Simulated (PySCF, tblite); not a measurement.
**H₇O₅PSi₂, a fragment of a glass network (chain of 3): NMR shifts, core binding energies and electronic excitations**

Aim: the NMR shifts, core binding energies and electronic excitations of `O=P(O)(O)O[SiH2]O[SiH3]`. It is drawn as: Si Si P, H ends, O bridges.

Programs: tblite 0.8.0 and PySCF 2.14.0. All values are calculated, for the isolated system unless a continuum is named. Atoms count from 0, parts from 1.

## 1. Starting point

15 atoms, charge 0, multiplicity 1; geometry: distance geometry start.

## 2. Geometry optimisation with GFN2-xTB

What the job is given:

```
{"job": {"kind": "relax", "xc": "GFN2-xTB", "basis": "xTB"}, "charge": 0, "multiplicity": 1}
O     -3.357316    -0.113897     2.595260
P     -2.984148     0.396602     0.977848
O     -3.474261    -0.829038    -0.132094
O     -3.813773     1.864123     0.622651
O     -1.294276     0.664072     0.846807
Si    -0.057036    -0.311384     1.650370
O      0.464454    -1.630341     0.557810
Si    -0.046124    -1.806483    -1.098666
H     -3.201827    -0.871940    -1.070286
H     -4.792761     1.980756     0.663034
H     -0.564655    -0.856364     2.864533
H      1.071283     0.518236     1.962689
H     -1.400772    -2.173862    -1.163605
H      0.163115    -0.566456    -1.799089
H      0.734794    -2.829369    -1.703534
```

Method: GFN2-xTB geometry optimisation, gas phase.

Started as:

```console
$ OMP_NUM_THREADS=1 python cluster_run.py task.json out
```

The driver reads the jobs from task.json and runs them one after another.

The log of the run:

```text
step      E/eV     max force
  0    -818.30047    7.914
  1    -820.07837    4.407
  2    -819.91585   17.282
  3    -820.94657    1.418
  4    -821.15343    1.271
  5    -821.44168    1.370
  6    -821.55401    1.185
  7    -821.80725    0.959
  8    -821.86018    0.625
  9    -821.91465    0.450
 10    -821.94164    0.433
 11    -821.97041    0.494
 12    -821.99320    0.411
 13    -822.01614    0.371
 14    -822.03543    0.478
 15    -822.04948    0.335
 16    -822.05793    0.260
 17    -822.06458    0.250
 18    -822.07137    0.268
 19    -822.07865    0.301
 20    -822.08662    0.221
 21    -822.09459    0.253
 22    -822.10159    0.250
 23    -822.10678    0.203
 24    -822.11128    0.181
 25    -822.11806    0.247
 26    -822.13019    0.353
 27    -822.14287    0.595
 28    -822.15272    0.402
 29    -822.16069    0.378
 30    -822.16624    0.211
 31    -822.16940    0.199
 32    -822.17425    0.137
 33    -822.17671    0.113
 34    -822.17982    0.141
 35    -822.18237    0.137
 36    -822.18458    0.131
 37    -822.18612    0.099
 38    -822.18736    0.120
 39    -822.18891    0.134
 40    -822.19081    0.129
 41    -822.19245    0.109
 42    -822.19337    0.065
 43    -822.19382    0.058
 44    -822.19419    0.062
 45    -822.19462    0.062
 46    -822.19506    0.076
 47    -822.19545    0.082
 48    -822.19585    0.068
 49    -822.19642    0.093
 50    -822.19705    0.090
 51    -822.19750    0.074
 52    -822.19771    0.031
 53    -822.19790    0.052
 54    -822.19814    0.051
 55    -822.19855    0.054
 56    -822.19879    0.043
 57    -822.19898    0.037
 58    -822.19917    0.032
 59    -822.19951    0.062
 60    -822.20000    0.088
 61    -822.20055    0.087
 62    -822.20097    0.069
 63    -822.20130    0.053
 64    -822.20168    0.062
 65    -822.20224    0.063
 66    -822.20283    0.077
 67    -822.20321    0.043
 68    -822.20344    0.046
 69    -822.20372    0.069
 70    -822.20424    0.092
 71    -822.20528    0.117
 72    -822.20670    0.121
 73    -822.20805    0.155
 74    -822.20909    0.144
 75    -822.21014    0.123
 76    -822.21115    0.117
 77    -822.21198    0.112
 78    -822.21294    0.099
 79    -822.21399    0.097
 80    -822.21555    0.116
 81    -822.21672    0.115
 82    -822.21780    0.068
 83    -822.21868    0.067
 84    -822.21913    0.151
 85    -822.22023    0.137
 86    -822.22115    0.096
 87    -822.22235    0.048
 88    -822.22306    0.064
 89    -822.22355    0.085
 90    -822.22405    0.045
 91    -822.22430    0.043
 92    -822.22447    0.052
 93    -822.22470    0.055
 94    -822.22512    0.072
 95    -822.22572    0.072
 96    -822.22641    0.075
 97    -822.22697    0.058
 98    -822.22751    0.073
 99    -822.22793    0.079
100    -822.22859    0.095
101    -822.22943    0.088
102    -822.23027    0.075
103    -822.23072    0.093
104    -822.23134    0.062
105    -822.23193    0.070
106    -822.23277    0.104
107    -822.23332    0.094
108    -822.23394    0.144
109    -822.23502    0.126
110    -822.23620    0.065
111    -822.23677    0.093
112    -822.23699    0.047
113    -822.23727    0.038
114    -822.23758    0.049
115    -822.23805    0.054
116    -822.23867    0.066
117    -822.23930    0.053
118    -822.23983    0.049
119    -822.24035    0.054
120    -822.24082    0.054
121    -822.24128    0.050
122    -822.24171    0.093
123    -822.24218    0.060
124    -822.24262    0.044
125    -822.24297    0.063
126    -822.24319    0.047
127    -822.24343    0.059
128    -822.24371    0.046
129    -822.24398    0.071
130    -822.24427    0.081
131    -822.24461    0.062
132    -822.24500    0.056
133    -822.24550    0.061
134    -822.24613    0.062
135    -822.24678    0.070
136    -822.24762    0.108
137    -822.24851    0.095
138    -822.24995    0.101
139    -822.25020    0.198
140    -822.25146    0.065
141    -822.25219    0.085
142    -822.25339    0.070
143    -822.25445    0.095
144    -822.25554    0.133
145    -822.25680    0.133
146    -822.25861    0.101
147    -822.25992    0.103
148    -822.26163    0.102
149    -822.26302    0.192
150    -822.26461    0.145
151    -822.26554    0.181
152    -822.26679    0.078
153    -822.26763    0.075
154    -822.26841    0.058
155    -822.26885    0.051
156    -822.26928    0.040
157    -822.26951    0.042
158    -822.26971    0.056
159    -822.26991    0.047
160    -822.27015    0.035
161    -822.27041    0.033
162    -822.27061    0.038
163    -822.27088    0.045
164    -822.27116    0.052
165    -822.27148    0.054
166    -822.27183    0.043
167    -822.27222    0.045
168    -822.27262    0.047
169    -822.27301    0.052
170    -822.27341    0.050
171    -822.27383    0.040
172    -822.27425    0.045
173    -822.27457    0.041
174    -822.27478    0.034
175    -822.27495    0.026
176    -822.27514    0.040
177    -822.27536    0.046
178    -822.27557    0.038
179    -822.27573    0.025
180    -822.27584    0.028
181    -822.27590    0.019
182    -822.27594    0.015
183    -822.27596    0.012
184    -822.27598    0.009
185    -822.27601    0.014
186    -822.27605    0.017
187    -822.27609    0.018
188    -822.27612    0.017
189    -822.27616    0.013
190    -822.27619    0.018
191    -822.27623    0.018
192    -822.27626    0.017
193    -822.27628    0.011
194    -822.27630    0.008
```

Wall time 3.2 s (1 thread of Arm Neoverse V2, shared host).

Step by step:

| step | energy from step 0 (eV) | largest force (eV/Å) |
| --- | --- | --- |
| 0 | 0.0000 | 7.9143 |
| 8 | -3.5597 | 0.6252 |
| 16 | -3.7575 | 0.2595 |
| 24 | -3.8108 | 0.1808 |
| 32 | -3.8738 | 0.1370 |
| 40 | -3.8903 | 0.1292 |
| 48 | -3.8954 | 0.0678 |
| 56 | -3.8983 | 0.0427 |
| 64 | -3.9012 | 0.0621 |
| 72 | -3.9062 | 0.1212 |
| 80 | -3.9151 | 0.1167 |
| 88 | -3.9226 | 0.0643 |
| 96 | -3.9259 | 0.0752 |
| 104 | -3.9309 | 0.0617 |
| 112 | -3.9365 | 0.0466 |
| 120 | -3.9403 | 0.0535 |
| 128 | -3.9432 | 0.0465 |
| 136 | -3.9471 | 0.1085 |
| 144 | -3.9551 | 0.1331 |
| 152 | -3.9663 | 0.0775 |
| 160 | -3.9697 | 0.0347 |
| 168 | -3.9721 | 0.0467 |
| 176 | -3.9747 | 0.0402 |
| 184 | -3.9755 | 0.0095 |
| 192 | -3.9758 | 0.0167 |
| 194 | -3.9758 | 0.0078 |

Distances of close pairs at the start and the end, largest changes first:

| bond | before (Å) | after (Å) | change (Å) |
| --- | --- | --- | --- |
| O0–P1 | 1.737 | 1.453 | -0.283 |
| Si5–O6 | 1.790 | 1.600 | -0.190 |
| P1–O2 | 1.725 | 1.585 | -0.140 |
| P1–O4 | 1.716 | 1.582 | -0.134 |
| O4–Si5 | 1.769 | 1.642 | -0.126 |
| P1–O3 | 1.723 | 1.599 | -0.124 |
| O6–Si7 | 1.742 | 1.639 | -0.104 |
| Si7–H12 | 1.405 | 1.453 | +0.048 |

## 3. Relaxing the molecule at PBE0-D3(BJ)/def2-SVP

What the job is given:

```
{"job": {"xc": "PBE0", "basis": "def2-SVP", "d3": "d3bj", "grid": 2, "kind": "geom", "shake": 0.01}, "charge": 0, "multiplicity": 1}
O     -1.755831    -0.679734     0.990083
P     -1.387247     0.591806     0.357242
O     -1.259309     0.544785    -1.226703
O     -2.368795     1.810974     0.568510
O     -0.023168     1.223815     0.844978
Si     1.360202     0.395427     1.126211
O      1.651111    -0.642955    -0.062840
Si     1.135996    -1.667378    -1.229799
H     -1.065058     1.420711    -1.561571
H     -2.938984     1.640923     1.355776
H      1.234330    -0.343701     2.387764
H      2.329729     1.478260     1.038970
H     -0.235000    -2.172347    -0.933493
H      1.164028    -0.904699    -2.465706
H      2.147071    -2.721257    -1.174749
```

The log of the run:

```text
step   0  E = -1299.53166730  max force = 0.029951
step   1  E = -1299.54207737  max force = 0.005707
step   2  E = -1299.54230528  max force = 0.001290
step   3  E = -1299.54236609  max force = 0.000735
step   4  E = -1299.54240257  max force = 0.001042
step   5  E = -1299.54245344  max force = 0.001180
step   6  E = -1299.54250578  max force = 0.001189
step   7  E = -1299.54254559  max force = 0.001024
step   8  E = -1299.54257796  max force = 0.000755
step   9  E = -1299.54260308  max force = 0.000796
step  10  E = -1299.54262094  max force = 0.001126
step  11  E = -1299.54263644  max force = 0.001031
step  12  E = -1299.54265349  max force = 0.000710
step  13  E = -1299.54267066  max force = 0.000848
step  14  E = -1299.54269168  max force = 0.001093
step  15  E = -1299.54271727  max force = 0.001339
step  16  E = -1299.54274049  max force = 0.001207
step  17  E = -1299.54274820  max force = 0.000870
step  18  E = -1299.54275247  max force = 0.000532
step  19  E = -1299.54275606  max force = 0.000442
optimisation converged
```

It took 6.2 min on 1 thread of Arm Neoverse V2, shared host; peak memory 0.81 GiB.

Step by step:

| step | energy from step 0 (eV) | largest force component (eV/Å) |
| --- | --- | --- |
| 0 | 0.0000 | 1.5401 |
| 1 | -0.2833 | 0.2935 |
| 2 | -0.2895 | 0.0663 |
| 3 | -0.2911 | 0.0378 |
| 4 | -0.2921 | 0.0536 |
| 5 | -0.2935 | 0.0607 |
| 6 | -0.2949 | 0.0611 |
| 7 | -0.2960 | 0.0527 |
| 8 | -0.2969 | 0.0388 |
| 9 | -0.2976 | 0.0409 |
| 10 | -0.2981 | 0.0579 |
| 11 | -0.2985 | 0.0530 |
| 12 | -0.2989 | 0.0365 |
| 13 | -0.2994 | 0.0436 |
| 14 | -0.3000 | 0.0562 |
| 15 | -0.3007 | 0.0689 |
| 16 | -0.3013 | 0.0621 |
| 17 | -0.3015 | 0.0447 |
| 18 | -0.3016 | 0.0274 |
| 19 | -0.3017 | 0.0227 |

Distances of close pairs at the start and the end, largest changes first:

| bond | before (Å) | after (Å) | change (Å) |
| --- | --- | --- | --- |
| O4–Si5 | 1.637 | 1.694 | +0.058 |
| Si7–H13 | 1.453 | 1.491 | +0.039 |
| O6–Si7 | 1.636 | 1.670 | +0.034 |
| Si5–O6 | 1.605 | 1.638 | +0.032 |
| Si7–H14 | 1.461 | 1.491 | +0.029 |
| P1–O3 | 1.579 | 1.608 | +0.028 |
| Si5–H11 | 1.456 | 1.480 | +0.024 |
| O3–H9 | 0.987 | 0.966 | -0.021 |

The next job starts from the end point, and lists it.

| at the end point | value |
| --- | --- |
| point group (found at 0.08 Å tolerance) | C1 |
| rotational constants (GHz, main isotopes) | 1.968, 0.846, 0.698 |
| dipole moment (D) | 2.26 |

## 4. Nuclear shieldings: PBE0/pcSseg-1

What the job is given:

```
{"job": {"kind": "nmr", "xc": "PBE0", "basis": "pcSseg-1"}, "charge": 0, "multiplicity": 1}
O     -1.733817    -0.599033     1.144322
P     -1.408767     0.680457     0.493949
O     -1.505027     0.596611    -1.110979
O     -2.317722     1.941889     0.903468
O      0.052072     1.277750     0.741758
Si     1.471226     0.402235     1.042980
O      1.759492    -0.605135    -0.215427
Si     1.169165    -1.722739    -1.306667
H     -1.267122     1.425571    -1.546184
H     -3.123506     1.635378     1.339591
H      1.307014    -0.348387     2.311240
H      2.532887     1.431320     1.109885
H     -0.101595    -2.311370    -0.804465
H      0.949822    -1.047724    -2.618214
H      2.204810    -2.782351    -1.470763
```

Method: GIAO PBE0/pcSseg-1 NMR shielding, non-relativistic, gas phase.

The log of the run:

```text
coarse grid: 14648 points
cycle   1  E = -1299.5976801364  dE =  1.411e+00  |g| = 1.436e+00  |ddm| = 3.753e+00
cycle   2  E = -1299.0811250775  dE =  5.166e-01  |g| = 2.199e+00  |ddm| = 2.390e+00
cycle   3  E = -1299.9355877169  dE = -8.545e-01  |g| = 3.146e-01  |ddm| = 1.674e+00
cycle   4  E = -1299.9526616563  dE = -1.707e-02  |g| = 8.059e-02  |ddm| = 2.353e-01
cycle   5  E = -1299.9536437180  dE = -9.821e-04  |g| = 2.447e-02  |ddm| = 5.624e-02
cycle   6  E = -1299.9537433571  dE = -9.964e-05  |g| = 8.277e-03  |ddm| = 2.131e-02
cycle   7  E = -1299.9537545915  dE = -1.123e-05  |g| = 1.460e-03  |ddm| = 5.579e-03
cycle   8  E = -1299.9537549564  dE = -3.649e-07  |g| = 3.858e-04  |ddm| = 1.323e-03
final grid: 129424 points
cycle   9  E = -1300.0489880739  dE = -1.758e-05  |g| = 1.075e-02  |ddm| = 1.622e-02
cycle  10  E = -1300.0489675209  dE =  2.055e-05  |g| = 1.531e-02  |ddm| = 1.457e-02
cycle  11  E = -1300.0490058562  dE = -3.834e-05  |g| = 1.430e-03  |ddm| = 9.321e-03
cycle  12  E = -1300.0490062056  dE = -3.494e-07  |g| = 3.632e-04  |ddm| = 1.099e-03
cycle  13  E = -1300.0490062258  dE = -2.023e-08  |g| = 1.159e-04  |ddm| = 2.702e-04
cycle  14  E = -1300.0490062280  dE = -2.168e-09  |g| = 4.115e-05  |ddm| = 9.393e-05
cycle  15  E = -1300.0490062283  dE = -2.801e-10  |g| = 7.653e-06  |ddm| = 3.061e-05
converged SCF energy = -1300.0490062283

GIAO shielding tensors (ppm)
atom      isotropic    diamagn.    paramagn.     s11        s22        s33       span
  0 O      183.647     399.101    -215.454    150.128    173.930    226.883     76.755
  1 P      320.722     967.771    -647.050    242.600    247.871    471.693    229.093
  2 O      215.211     394.738    -179.527    167.660    198.360    279.611    111.951
  3 O      221.393     387.938    -166.545    178.394    184.880    300.904    122.510
  4 O      186.790     404.888    -218.097    133.378    199.084    227.909     94.530
  5 Si     385.963     880.505    -494.542    362.363    395.736    399.789     37.426
  6 O      293.469     401.930    -108.461    234.574    280.843    364.990    130.416
  7 Si     384.168     879.521    -495.353    348.041    349.047    455.416    107.375
  8 H       28.075      33.029      -4.953     22.108     23.073     39.045     16.937
  9 H       27.887      27.326       0.561     20.769     23.113     39.778     19.009
 10 H       26.098      29.807      -3.709     22.826     24.352     31.116      8.289
 11 H       26.523      28.816      -2.293     22.807     24.225     32.538      9.731
 12 H       25.814      30.939      -5.125     21.999     26.453     28.990      6.991
 13 H       26.245      30.302      -4.057     23.178     24.890     30.667      7.489
 14 H       26.278      28.078      -1.800     22.908     24.368     31.557      8.649
```

It took 40 s on 1 thread of Arm Neoverse V2, shared host; peak memory 0.94 GiB.

The references, computed at this level on geometries of the same kind, shield at (ppm): $^{1}$H TMS 31.27, $^{29}$Si TMS 352.0, $^{17}$O H2O 334.6, $^{31}$P H3PO4 310.1. Their shielding less the atom's gives the shift. The references are single molecules in the gas phase, so shifts against H2O, NH3, PH3, H3PO4 or CFCl3 are not on the usual liquid scales and can be off by tens of ppm.

| atoms | environment | σ (ppm) | δ (ppm) |
| --- | --- | --- | --- |
| H12 | hydrogen on a silicon bonded to O | 25.81 | 5.45 |
| H10 | hydrogen on a silicon bonded to 2 O | 26.10 | 5.17 |
| H13 | hydrogen on a silicon bonded to O | 26.24 | 5.02 |
| H14 | hydrogen on a silicon bonded to O | 26.28 | 4.99 |
| H11 | hydrogen on a silicon bonded to 2 O | 26.52 | 4.74 |
| H9 | hydrogen on an oxygen bonded to P | 27.89 | 3.38 |
| H8 | hydrogen on an oxygen bonded to P | 28.08 | 3.19 |
| O0 | P=O oxygen | 183.6 | 150.9 |
| O4 | oxygen bonded to P, Si | 186.8 | 147.8 |
| O2 | oxygen bonded to P, H | 215.2 | 119.4 |
| O3 | oxygen bonded to P, H | 221.4 | 113.2 |
| O6 | oxygen bonded to 2 Si | 293.5 | 41.1 |
| P1 | phosphorus bonded to 4 O | 320.7 | -10.6 |
| Si7 | silicon bonded to O, 3 H | 384.2 | -32.2 |
| Si5 | silicon bonded to 2 O, 2 H | 386.0 | -34.0 |

Charges from the same density, by scheme (e):

| atoms | Mulliken | IAO | Hirshfeld | ESP fit |
| --- | --- | --- | --- | --- |
| O0 | -0.60 | -0.89 | -0.39 | -0.62 |
| P1 | 1.34 | 1.99 | 0.55 | 1.16 |
| O2 | -0.49 | -0.75 | -0.23 | -0.65 |
| O3 | -0.49 | -0.75 | -0.24 | -0.65 |
| O4 | -0.72 | -0.85 | -0.26 | -0.46 |
| Si5 | 1.03 | 1.18 | 0.47 | 0.66 |
| O6 | -0.76 | -0.87 | -0.31 | -0.43 |
| Si7 | 0.70 | 0.84 | 0.38 | 0.51 |

Mayer bond orders: O0–P1 1.87, P1–O2 1.02, P1–O3 1.07, P1–O4 0.99, O4–Si5 0.80, Si5–O6 0.97, O6–Si7 0.84.

Orbitals, density, ELF and potential are computed afterwards from the orbital file.

Frontier orbitals at PBE0/pcSseg-1, with the share of their density that lies nearest to each atom:

| orbital | energy (eV) | lies on |
| --- | --- | --- |
| HOMO | -8.78 | O6 24 %; O0 15 %; H10, H12 about 14 % each |
| LUMO | 0.13 | H8 14 %; O6 12 %; Si7 10 % |

ELF in a plane through or near 4 of the atoms.

Values, 10 rows by 14 columns:
```
0.00 0.00 0.00 0.00 0.00 0.00 0.00 0.00 0.00 0.00 0.00 0.00 0.00 0.00
0.00 0.00 0.00 0.00 0.00 0.00 0.02 0.01 0.00 0.00 0.00 0.00 0.00 0.00
0.00 0.00 0.00 0.00 0.00 0.22 0.62 0.23 0.01 0.00 0.00 0.00 0.00 0.00
0.00 0.00 0.00 0.00 0.19 0.24 0.65 0.09 0.50 0.21 0.00 0.00 0.00 0.00
0.00 0.00 0.06 0.01 0.71 0.31 0.52 0.80 0.61 0.12 0.74 0.40 0.00 0.00
0.00 0.08 0.97 0.91 0.08 0.52 0.13 0.11 0.16 0.44 0.42 0.54 0.01 0.00
0.00 0.01 0.49 0.40 0.52 0.64 0.02 0.83 0.60 0.25 0.25 0.10 0.00 0.00
0.00 0.00 0.00 0.03 0.47 0.21 0.00 0.48 0.74 0.35 0.00 0.00 0.00 0.00
0.00 0.00 0.00 0.00 0.00 0.00 0.00 0.00 0.00 0.00 0.00 0.00 0.00 0.00
0.00 0.00 0.00 0.00 0.00 0.00 0.00 0.00 0.00 0.00 0.00 0.00 0.00 0.00
```
The map spans 12.7 Å across and 10.8 Å up, centred on the molecule. Atoms in the plane (x, y in Å): O3 (3.1, -0.1), O4 (1.0, 1.0), Si5 (-0.5, 1.8), O6 (-1.7, 0.7).

On the surface of density 0.002 e/bohr³ the electrostatic potential runs, from the 1st to the 99th percentile, from -1.88 V near O0 to 2.80 V near H8.

(Part 1 of 2 ends here.)
